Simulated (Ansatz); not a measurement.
**Mo: a strain scan**

The task, for Mo: strain the cell along the Voigt pattern (0, 0, 1, 0, 0, 0).

The COD entry's cell or inner coordinates are ideal or old and differ from later refinements, so a difference from it is no clean test against experiment.

Computed with Ansatz 0.2.0 (DFT PBEsol, scalar-relativistic, plane waves, PAW, unless a step's input says otherwise).

## (1) The system as given

Symmetry: Im-3m, No. 229, cubic system. Conventional cell: a = 3.142 Å, b = 3.142 Å, c = 3.142 Å, α = 90.00°, β = 90.00°, γ = 90.00°. Mo (site symmetry m-3m) has 8 Mo at 2.72 Å in its first shell of neighbours.

Structure file:

```xyz
1
Lattice="-1.5710 1.5710 1.5710 1.5710 -1.5710 1.5710 1.5710 1.5710 -1.5710" Properties=species:S:1:pos:R:3 pbc="T T T"
Mo    0.0000    0.0000    0.0000
```

The cell is taken as given, not relaxed at this level.

## (2) Zero of energy

Reference values: F = -4897.4705 eV; pressure -3.24 GPa; largest force 0.000 eV/Å; gap on the mesh none (metal). It was computed beforehand with the settings of the runs below.

## (3) Next: a strain scan

The cell is strained by ε times the Voigt pattern (0, 0, 1, 0, 0, 0) (xx, yy, zz, yz, xz, xy; engineering shear), with fractional coordinates fixed (clamped ions). The stress on the pattern is the sum of the stress components weighted by it, tension positive.

## (4) Point ε = -0.1000

The input, input.yaml:

```yaml
crystal:
  lattice:
    - [-1.571, 1.571, 1.4139]
    - [1.571, -1.571, 1.4139]
    - [1.571, 1.571, -1.4139]
  atoms:
    - { symbol: Mo, position: [0.0, 0.0, 0.0] }
basis:
  ecutwfc: 420
kpoints:
  mp_grid: { grid: [22, 22, 22] }
hamiltonian:
  xc: pbesol
scf:
  occupations: { method: gaussian, width: 0.15 }
output:
  forces: true
  stress: true
  eigenvalues: true
```

Launch:

```
ansatz run input.yaml --threads 1 --pin off --max-ram 2560MiB --backend cpu --events-out ev --progress --plain --runs-dir out
```

Output (excerpt; [...] marks lines left out):

```text
Warning: RAYON_NUM_THREADS=1 ignored (pool sized by the plan → 1); use --threads N
[...]
Pseudopotentials: kind: paw
Pseudopotential: Mo, paw, valence charge 14, recommended cutoff 420 eV (normal), Mo.paw.azcp
Functional definition: PBEsol
[...]
Crystal: 1 atoms, lattice volume = 13.958 Å³
Basis set: ecut = 420 eV, 273 PW (Γ), exchange–correlation on 36×36×36 points (8 copies of the dense FFT grid, shifted against one another)
Bands: 11, of which v1, the nominal top of the filled ones, is band 7 counted from 1 (6 counted from 0)
Symmetry: 16 space group operations
Space group: I4/mmm (ITA 139), of the structure as read, at distance tolerance 2.4e-5 Å
k-points: 834 of 10648
[...]
SCF iter   1: F=—  HF=-4897.223958 eV  |F-HF|=—  |Δ(HF+E_count)|=         —  Δρ=6.74e-3  dr2=3.06e-3  ethr=1.77e-3  ⟨swp⟩=5.0  Hψ=52701  notcnv=0
[...]
SCF iter   6: F=-4897.223080 eV  HF=-4897.223080 eV  |F-HF|=9.09e-13  |Δ(HF+E_count)|=  8.80e-10  Δρ=6.46e-7  dr2=2.35e-11  ethr=3.51e-11  ⟨swp⟩=1.6  Hψ=29288  notcnv=0
[...]
SCF converged after 6 iterations
Free energy (F): -4897.223080 eV
[...]
E sigma→0 (E₀):  -4897.219322 eV
Entropy (-TS):   -0.007515 eV (-7.515 meV/atom)
Fermi energy:    23.859227 eV
[...]
--- Forces (eV/Å), atoms counted from 1 ---
  atom   1  Mo     0.00000000    -0.00000000    -0.00000000
[...]
--- Stress (GPa, compression-positive) ---
       20.337442       0.000000       0.000000
        0.000000      20.337442      -0.000000
        0.000000      -0.000000      59.048889
  P = ⅓ Tr σ = 33.2413 GPa (332.413 kbar)
--- Band table (eV; the first three rows and the last of 834) ---
  k-point 0: bands = ["-37.3397", "-10.3307", "-10.3307", "-10.2412", "16.2956", "21.4103", "22.9090", "22.9090", "24.6407", "26.5949", "38.0894"]
[...]
```

Run time: 8.3 s. Hardware: 1 thread of Arm Neoverse V1, shared host; peak memory 0.4 GiB.

## (5) ε = 0.0750

input.yaml: that of step 4 with these lines changed.

```diff
@@ -2,5 +2,5 @@
   lattice:
-    - [-1.571, 1.571, 1.4139]
-    - [1.571, -1.571, 1.4139]
-    - [1.571, 1.571, -1.4139]
+    - [-1.571, 1.571, 1.688825]
+    - [1.571, -1.571, 1.688825]
+    - [1.571, 1.571, -1.688825]
   atoms:
```

Launch:

```
ansatz run input.yaml --threads 1 --pin off --max-ram 2560MiB --backend cpu --events-out ev --progress --plain --runs-dir out
```

Output (excerpt; [...] marks lines left out):

```text
[...]
SCF converged after 6 iterations
Free energy (F): -4897.338214 eV
[...]
E sigma→0 (E₀):  -4897.334302 eV
Entropy (-TS):   -0.007824 eV (-7.824 meV/atom)
Fermi energy:    19.418921 eV
[...]
--- Forces (eV/Å), atoms counted from 1 ---
  atom   1  Mo    -0.00000000     0.00000000    -0.00000000
[...]
--- Stress (GPa, compression-positive) ---
      -13.317098       0.000000      -0.000000
        0.000000     -13.317098       0.000000
        0.000000      -0.000000     -30.677425
  P = ⅓ Tr σ = -19.1039 GPa (-191.039 kbar)
--- Band table (eV; the first three rows and the last of 834) ---
  k-point 0: bands = ["-41.7588", "-15.1819", "-15.1684", "-15.1684", "12.3858", "17.9940", "17.9940", "18.7117", "20.4538", "21.3560", "33.2348"]
[...]
```

Run time: 9.4 s. Hardware: 1 thread of Arm Neoverse V1, shared host; peak memory 0.42 GiB.

## (6) At ε = -0.0500

input.yaml: that of step 5 with these lines changed.

```diff
@@ -2,5 +2,5 @@
   lattice:
-    - [-1.571, 1.571, 1.688825]
-    - [1.571, -1.571, 1.688825]
-    - [1.571, 1.571, -1.688825]
+    - [-1.571, 1.571, 1.49245]
+    - [1.571, -1.571, 1.49245]
+    - [1.571, 1.571, -1.49245]
   atoms:
```

Launch:

```
ansatz run input.yaml --threads 1 --pin off --max-ram 2560MiB --backend cpu --events-out ev --progress --plain --runs-dir out
```

Output (excerpt; [...] marks lines left out):

```text
[...]
SCF converged after 6 iterations
Free energy (F): -4897.422713 eV
[...]
E sigma→0 (E₀):  -4897.419239 eV
Entropy (-TS):   -0.006947 eV (-6.947 meV/atom)
Fermi energy:    22.464782 eV
[...]
--- Forces (eV/Å), atoms counted from 1 ---
  atom   1  Mo     0.00000000     0.00000000    -0.00000000
[...]
--- Stress (GPa, compression-positive) ---
        6.311141       0.000000      -0.000000
        0.000000       6.311141       0.000000
       -0.000000       0.000000      24.386881
  P = ⅓ Tr σ = 12.3364 GPa (123.364 kbar)
--- Band table (eV; the first three rows and the last of 834) ---
  k-point 0: bands = ["-38.7473", "-11.8853", "-11.8853", "-11.8585", "15.0043", "20.5652", "21.2228", "21.2228", "23.7525", "24.6150", "36.8878"]
[...]
```

Wall time 8.1 s (1 thread of Arm Neoverse V1, shared host); peak memory 0.4 GiB.

## (7) ε = 0.0250

input.yaml: that of step 6 with these lines changed.

```diff
@@ -2,5 +2,5 @@
   lattice:
-    - [-1.571, 1.571, 1.49245]
-    - [1.571, -1.571, 1.49245]
-    - [1.571, 1.571, -1.49245]
+    - [-1.571, 1.571, 1.610275]
+    - [1.571, -1.571, 1.610275]
+    - [1.571, 1.571, -1.610275]
   atoms:
```

Launch:

```
ansatz run input.yaml --threads 1 --pin off --max-ram 2560MiB --backend cpu --events-out ev --progress --plain --runs-dir out
```

Output (excerpt; [...] marks lines left out):

```text
[...]
SCF converged after 6 iterations
Free energy (F): -4897.449213 eV
[...]
E sigma→0 (E₀):  -4897.445469 eV
Entropy (-TS):   -0.007488 eV (-7.488 meV/atom)
Fermi energy:    20.543312 eV
[...]
--- Forces (eV/Å), atoms counted from 1 ---
  atom   1  Mo     0.00000000     0.00000000    -0.00000000
[...]
--- Stress (GPa, compression-positive) ---
       -7.013734       0.000000       0.000000
        0.000000      -7.013734       0.000000
        0.000000      -0.000000     -14.086875
  P = ⅓ Tr σ = -9.3714 GPa (-93.714 kbar)
--- Band table (eV; the first three rows and the last of 834) ---
  k-point 0: bands = ["-40.6346", "-13.9568", "-13.9494", "-13.9494", "13.3444", "19.1427", "19.1427", "19.4146", "21.9932", "22.3421", "34.9101"]
[...]
```

Run time: 8.6 s. Hardware: 1 thread of Arm Neoverse V1, shared host; peak memory 0.41 GiB.

## (8) ε = 0.1000

input.yaml: that of step 7 with these lines changed.

```diff
@@ -2,5 +2,5 @@
   lattice:
-    - [-1.571, 1.571, 1.610275]
-    - [1.571, -1.571, 1.610275]
-    - [1.571, 1.571, -1.610275]
+    - [-1.571, 1.571, 1.7281]
+    - [1.571, -1.571, 1.7281]
+    - [1.571, 1.571, -1.7281]
   atoms:
@@ -19 +19,5 @@
   eigenvalues: true
+  write_density: true
+  write_potential: true
+  elf: true
+  volumetric_format: npy
```

Launch:

```
ansatz run input.yaml --threads 1 --pin off --max-ram 2560MiB --backend cpu --events-out ev --progress --plain --runs-dir out
```

Output (excerpt; [...] marks lines left out):

```text
Warning: RAYON_NUM_THREADS=1 ignored (pool sized by the plan → 1); use --threads N
[...]
Pseudopotentials: kind: paw
Pseudopotential: Mo, paw, valence charge 14, recommended cutoff 420 eV (normal), Mo.paw.azcp
Functional definition: PBEsol
[...]
Crystal: 1 atoms, lattice volume = 17.060 Å³
Basis set: ecut = 420 eV, 337 PW (Γ), exchange–correlation on 40×40×40 points (8 copies of the dense FFT grid, shifted against one another)
Bands: 11, of which v1, the nominal top of the filled ones, is band 7 counted from 1 (6 counted from 0)
Symmetry: 16 space group operations
Space group: I4/mmm (ITA 139), of the structure as read, at distance tolerance 2.6e-5 Å
k-points: 834 of 10648
[...]
SCF iter   1: F=—  HF=-4897.257924 eV  |F-HF|=—  |Δ(HF+E_count)|=         —  Δρ=5.56e-3  dr2=4.31e-3  ethr=1.77e-3  ⟨swp⟩=5.0  Hψ=50905  notcnv=0
[...]
SCF iter   6: F=-4897.256448 eV  HF=-4897.256448 eV  |F-HF|=9.09e-12  |Δ(HF+E_count)|=   8.75e-9  Δρ=5.70e-7  dr2=1.12e-11  ethr=5.62e-11  ⟨swp⟩=4.9  Hψ=44966  notcnv=0
[...]
SCF converged after 6 iterations
Free energy (F): -4897.256448 eV
[...]
E sigma→0 (E₀):  -4897.252285 eV
Entropy (-TS):   -0.008326 eV (-8.326 meV/atom)
Fermi energy:    18.885634 eV
[...]
--- Forces (eV/Å), atoms counted from 1 ---
  atom   1  Mo     0.00000000     0.00000000     0.00000000
[...]
--- Stress (GPa, compression-positive) ---
      -16.046963       0.000000      -0.000000
        0.000000     -16.046963       0.000000
        0.000000      -0.000000     -36.660107
  P = ⅓ Tr σ = -22.9180 GPa (-229.180 kbar)
--- Band table (eV; the first three rows and the last of 834) ---
  k-point 0: bands = ["-42.2843", "-15.7491", "-15.7360", "-15.7360", "11.9435", "17.4791", "17.4791", "18.3764", "19.7399", "20.8542", "32.4802"]
[...]
```

It took 13 s on 1 thread of Arm Neoverse V1, shared host; peak memory 0.42 GiB.

The maps below are laid out on this run's own conventional cell (a, b, c = 3.142, 3.142, 3.456 Å).

Density in a lattice plane of the grid's cell (edges 3.14 and 3.46 Å, at 0.000 of the third edge), which holds Mo.

Ten even steps from '0' (0.20 e/Å³) to '9' (6.56 e/Å³):
```
9998531000000000135899
9986421000000000124689
6654210000000000012456
3332100000000000001233
1110000000000000000011
0000000000000000000000
0000000000000000000000
0000000000000000000000
0000000000000000000000
0000000000000000000000
0000000000000000000000
0000000000000000000000
0000000000000000000000
0000000000000000000000
1110000000000000000011
3332100000000000001233
6654210000000000012456
9986421000000000124689
9998531000000000135899
9998631000000000136899
```
Columns run along the first of these edges and rows up along the second, over one cell in 22 and 20 even steps from the bottom left corner. Atoms in the plane (fractional): Mo at (0.00, 0.00).

ELF in the same plane.

Ten even steps from '0' (0.14) to '9' (0.74):
```
4689973001232100379986
8899963001343100369998
9999742113454311247999
7766421124555421124667
3332212234555432212233
0000112345555543211000
0001233445555544332100
1122344444444444443221
3334455443333344554433
4445555443333344555544
3334455443333344554433
1122344444444444443221
0001233445555544332100
0000112345555543211000
3332212234555432212233
7766421124555421124667
9999742113454311247999
8899963001343100369998
4689973001232100379986
1469974001232100479964
```
Columns run along the first of these edges and rows up along the second, over one cell in 22 and 20 even steps from the bottom left corner. Atoms in the plane (fractional): Mo at (0.00, 0.00).

Both are smooth fields of the valence electrons: close to the nuclei they are not physical.

Outside the cores ELF peaks at 0.50 between the atoms, 1.7 Å from Mo.

## (9) ε = -0.0750

The input, input.yaml:

```yaml
crystal:
  lattice:
    - [-1.571, 1.571, 1.453175]
    - [1.571, -1.571, 1.453175]
    - [1.571, 1.571, -1.453175]
  atoms:
    - { symbol: Mo, position: [0.0, 0.0, 0.0] }
basis:
  ecutwfc: 420
kpoints:
  mp_grid: { grid: [22, 22, 22] }
hamiltonian:
  xc: pbesol
scf:
  occupations: { method: gaussian, width: 0.15 }
output:
  forces: true
  stress: true
  eigenvalues: true
```

Launch:

```
ansatz run input.yaml --threads 1 --pin off --max-ram 2560MiB --backend cpu --events-out ev --progress --plain --runs-dir out
```

Output (excerpt; [...] marks lines left out):

```text
Warning: RAYON_NUM_THREADS=1 ignored (pool sized by the plan → 1); use --threads N
[...]
Pseudopotentials: kind: paw
Pseudopotential: Mo, paw, valence charge 14, recommended cutoff 420 eV (normal), Mo.paw.azcp
Functional definition: PBEsol
[...]
Crystal: 1 atoms, lattice volume = 14.346 Å³
Basis set: ecut = 420 eV, 297 PW (Γ), exchange–correlation on 36×36×36 points (8 copies of the dense FFT grid, shifted against one another)
Bands: 11, of which v1, the nominal top of the filled ones, is band 7 counted from 1 (6 counted from 0)
Symmetry: 16 space group operations
Space group: I4/mmm (ITA 139), of the structure as read, at distance tolerance 2.4e-5 Å
k-points: 834 of 10648
[...]
SCF iter   1: F=—  HF=-4897.345057 eV  |F-HF|=—  |Δ(HF+E_count)|=         —  Δρ=6.55e-3  dr2=3.35e-3  ethr=1.77e-3  ⟨swp⟩=5.0  Hψ=51917  notcnv=0
[...]
SCF iter   6: F=-4897.343958 eV  HF=-4897.343958 eV  |F-HF|=0.00e0  |Δ(HF+E_count)|=   1.13e-9  Δρ=6.59e-7  dr2=2.66e-11  ethr=3.95e-11  ⟨swp⟩=1.6  Hψ=29186  notcnv=0
[...]
SCF converged after 6 iterations
Free energy (F): -4897.343958 eV
[...]
E sigma→0 (E₀):  -4897.340393 eV
Entropy (-TS):   -0.007130 eV (-7.130 meV/atom)
Fermi energy:    23.152794 eV
[...]
--- Forces (eV/Å), atoms counted from 1 ---
  atom   1  Mo     0.00000000     0.00000000     0.00000000
[...]
--- Stress (GPa, compression-positive) ---
       12.649743       0.000000       0.000000
        0.000000      12.649743      -0.000000
        0.000000       0.000000      40.973754
  P = ⅓ Tr σ = 22.0911 GPa (220.911 kbar)
--- Band table (eV; the first three rows and the last of 834) ---
  k-point 0: bands = ["-38.0604", "-11.1278", "-11.1278", "-11.0767", "15.6290", "20.9788", "22.0309", "22.0309", "24.2008", "25.5802", "37.4662"]
[...]
```

Wall time 8 s (1 thread of Arm Neoverse V1, shared host); peak memory 0.4 GiB.

## (10) ε = 0.0500

input.yaml: that of step 9 with these lines changed.

```diff
@@ -2,5 +2,5 @@
   lattice:
-    - [-1.571, 1.571, 1.453175]
-    - [1.571, -1.571, 1.453175]
-    - [1.571, 1.571, -1.453175]
+    - [-1.571, 1.571, 1.64955]
+    - [1.571, -1.571, 1.64955]
+    - [1.571, 1.571, -1.64955]
   atoms:
```

Launch:

```
ansatz run input.yaml --threads 1 --pin off --max-ram 2560MiB --backend cpu --events-out ev --progress --plain --runs-dir out
```

Output (excerpt; [...] marks lines left out):

```text
[...]
SCF converged after 6 iterations
Free energy (F): -4897.403738 eV
[...]
E sigma→0 (E₀):  -4897.399989 eV
Entropy (-TS):   -0.007499 eV (-7.499 meV/atom)
Fermi energy:    19.970548 eV
[...]
--- Forces (eV/Å), atoms counted from 1 ---
  atom   1  Mo     0.00000000    -0.00000000     0.00000000
[...]
--- Stress (GPa, compression-positive) ---
      -10.323304       0.000000       0.000000
        0.000000     -10.323304      -0.000000
        0.000000      -0.000000     -23.211694
  P = ⅓ Tr σ = -14.6194 GPa (-146.194 kbar)
--- Band table (eV; the first three rows and the last of 834) ---
  k-point 0: bands = ["-41.2095", "-14.5854", "-14.5737", "-14.5737", "12.8520", "18.5472", "18.5472", "19.0574", "21.2040", "21.8524", "34.0433"]
[...]
```

It took 9.3 s on 1 thread of Arm Neoverse V1, shared host; peak memory 0.41 GiB.

## (11) Point ε = -0.0250

input.yaml: that of step 10 with these lines changed.

```diff
@@ -2,5 +2,5 @@
   lattice:
-    - [-1.571, 1.571, 1.64955]
-    - [1.571, -1.571, 1.64955]
-    - [1.571, 1.571, -1.64955]
+    - [-1.571, 1.571, 1.531725]
+    - [1.571, -1.571, 1.531725]
+    - [1.571, 1.571, -1.531725]
   atoms:
@@ -19 +19,5 @@
   eigenvalues: true
+  write_density: true
+  write_potential: true
+  elf: true
+  volumetric_format: npy
```

Launch:

```
ansatz run input.yaml --threads 1 --pin off --max-ram 2560MiB --backend cpu --events-out ev --progress --plain --runs-dir out
```

Output (excerpt; [...] marks lines left out):

```text
[...]
SCF converged after 6 iterations
Free energy (F): -4897.463347 eV
[...]
E sigma→0 (E₀):  -4897.459789 eV
Entropy (-TS):   -0.007116 eV (-7.116 meV/atom)
Fermi energy:    21.788761 eV
[...]
--- Forces (eV/Å), atoms counted from 1 ---
  atom   1  Mo     0.00000000    -0.00000000     0.00000000
[...]
--- Stress (GPa, compression-positive) ---
        1.132696       0.000000       0.000000
        0.000000       1.132696       0.000000
        0.000000      -0.000000       9.526627
  P = ⅓ Tr σ = 3.9307 GPa (39.307 kbar)
--- Band table (eV; the first three rows and the last of 834) ---
  k-point 0: bands = ["-39.4041", "-12.6068", "-12.6068", "-12.5955", "14.4177", "20.1673", "20.4761", "20.4761", "23.2940", "23.6965", "36.3471"]
[...]
```

It took 11 s on 1 thread of Arm Neoverse V1, shared host; peak memory 0.41 GiB.

Axes a, b and c in the maps are those of this run's conventional cell (a, b, c = 3.142, 3.142, 3.063 Å).

Density in a lattice plane of the grid's cell (edges 3.14 and 3.06 Å, at 0.000 of the third edge), which holds Mo.

Ten even steps from ' ' (0.25 e/Å³) to '@' (6.57 e/Å³):
```
@@@@@@%%**==::..                  ..::==**%%@@@@
@@@@%%##++--..                      ..--++##%%@@
####**++--::..                      ..::--++**##
++====--::..                          ..::--====
::::......                              ......::
..                                              
                                                
                                                
                                                
                                                
                                                
                                                
                                                
..                                              
::::......                              ......::
++====--::..                          ..::--====
####**++--::..                      ..::--++**##
@@@@%%##++--..                      ..--++##%%@@
@@@@@@%%**==::..                  ..::==**%%@@@@
@@@@@@@@**==::..                  ..::==**@@@@@@
```
Columns run along the first of these edges and rows up along the second, over one cell in 24 and 20 even steps from the bottom left corner. Atoms in the plane (fractional): Mo at (0.00, 0.00).

ELF in the same plane.

Ten even steps from '0' (0.15) to '9' (0.74):
```
457997520012321002579975
789997410023432001479998
999986311124442111368999
888764211234543211246788
655432112345554321123455
221111123445554432111112
000012234444444443221000
001123444444444444432110
122344555443334455544322
333445555443334455554433
122344555443334455544322
001123444444444444432110
000012234444444443221000
221111123445554432111112
655432112345554321123455
888764211234543211246788
999986311124442111368999
789997410023432001479998
457997520012321002579975
136898520012321002589863
```
Columns run along the first of these edges and rows up along the second, over one cell in 24 and 20 even steps from the bottom left corner. Atoms in the plane (fractional): Mo at (0.00, 0.00).

Both are smooth fields of the valence electrons: close to the nuclei they are not physical.

Maxima of ELF outside the ion cores: 0.48 between the atoms, 1.7 Å from Mo.

## (12) ε = 0.0875

The input, input.yaml:

```yaml
crystal:
  lattice:
    - [-1.571, 1.571, 1.7084625]
    - [1.571, -1.571, 1.7084625]
    - [1.571, 1.571, -1.7084625]
  atoms:
    - { symbol: Mo, position: [0.0, 0.0, 0.0] }
basis:
  ecutwfc: 420
kpoints:
  mp_grid: { grid: [22, 22, 22] }
hamiltonian:
  xc: pbesol
scf:
  occupations: { method: gaussian, width: 0.15 }
output:
  forces: true
  stress: true
  eigenvalues: true
```

Launch:

```
ansatz run input.yaml --threads 1 --pin off --max-ram 2560MiB --backend cpu --events-out ev --progress --plain --runs-dir out
```

Output (excerpt; [...] marks lines left out):

```text
Warning: RAYON_NUM_THREADS=1 ignored (pool sized by the plan → 1); use --threads N
[...]
Pseudopotentials: kind: paw
Pseudopotential: Mo, paw, valence charge 14, recommended cutoff 420 eV (normal), Mo.paw.azcp
Functional definition: PBEsol
[...]
Crystal: 1 atoms, lattice volume = 16.866 Å³
Basis set: ecut = 420 eV, 337 PW (Γ), exchange–correlation on 40×40×40 points (8 copies of the dense FFT grid, shifted against one another)
Bands: 11, of which v1, the nominal top of the filled ones, is band 7 counted from 1 (6 counted from 0)
Symmetry: 16 space group operations
Space group: I4/mmm (ITA 139), of the structure as read, at distance tolerance 2.6e-5 Å
k-points: 834 of 10648
[...]
SCF iter   1: F=—  HF=-4897.300575 eV  |F-HF|=—  |Δ(HF+E_count)|=         —  Δρ=5.50e-3  dr2=4.23e-3  ethr=1.77e-3  ⟨swp⟩=5.0  Hψ=51052  notcnv=0
[...]
SCF iter   6: F=-4897.299141 eV  HF=-4897.299141 eV  |F-HF|=2.73e-12  |Δ(HF+E_count)|=   7.16e-9  Δρ=6.48e-7  dr2=1.69e-11  ethr=5.15e-11  ⟨swp⟩=2.1  Hψ=29384  notcnv=0
[...]
SCF converged after 6 iterations
Free energy (F): -4897.299141 eV
[...]
E sigma→0 (E₀):  -4897.295126 eV
Entropy (-TS):   -0.008028 eV (-8.028 meV/atom)
Fermi energy:    19.149982 eV
[...]
--- Forces (eV/Å), atoms counted from 1 ---
  atom   1  Mo    -0.00000000     0.00000000    -0.00000000
[...]
--- Stress (GPa, compression-positive) ---
      -14.711258       0.000000       0.000000
        0.000000     -14.711258       0.000000
       -0.000000      -0.000000     -33.846291
  P = ⅓ Tr σ = -21.0896 GPa (-210.896 kbar)
--- Band table (eV; the first three rows and the last of 834) ---
  k-point 0: bands = ["-42.0244", "-15.4690", "-15.4554", "-15.4554", "12.1618", "17.7320", "17.7320", "18.5428", "20.0925", "21.1056", "32.8511"]
[...]
```

Run time: 9.1 s. Hardware: 1 thread of Arm Neoverse V1, shared host; peak memory 0.42 GiB.

## (13) Results of the scan

All points in order; energies are free energies above the reference cell:

| ε | ΔE (meV/atom) | stress on the pattern (GPa) | pressure (GPa) |
| --- | --- | --- | --- |
| -0.1000 | 247.5 | -59.05 | 33.2 |
| -0.0750 | 126.6 | -40.97 | 22.1 |
| -0.0500 | 47.8 | -24.39 | 12.3 |
| -0.0250 | 7.2 | -9.53 | 3.9 |
| 0.0000 | 0.0 | 3.24 | -3.2 |
| 0.0250 | 21.3 | 14.09 | -9.4 |
| 0.0500 | 66.8 | 23.21 | -14.6 |
| 0.0750 | 132.3 | 30.68 | -19.1 |
| 0.0875 | 171.4 | 33.85 | -21.1 |
| 0.1000 | 214.1 | 36.66 | -22.9 |

## (14) Summary of results

```
                                  quantity    value
slope of the stress at ε = 0, over ±0.0250  472 GPa
```

In words: From the stress slope, C33 is about 472 GPa with the ions clamped. The reference stands under -3.2 GPa, so this is no zero-stress constant. No sampled point lies below the undisturbed cell. Compression costs more than tension: 247.5 against 214.1 meV/atom at the ends.
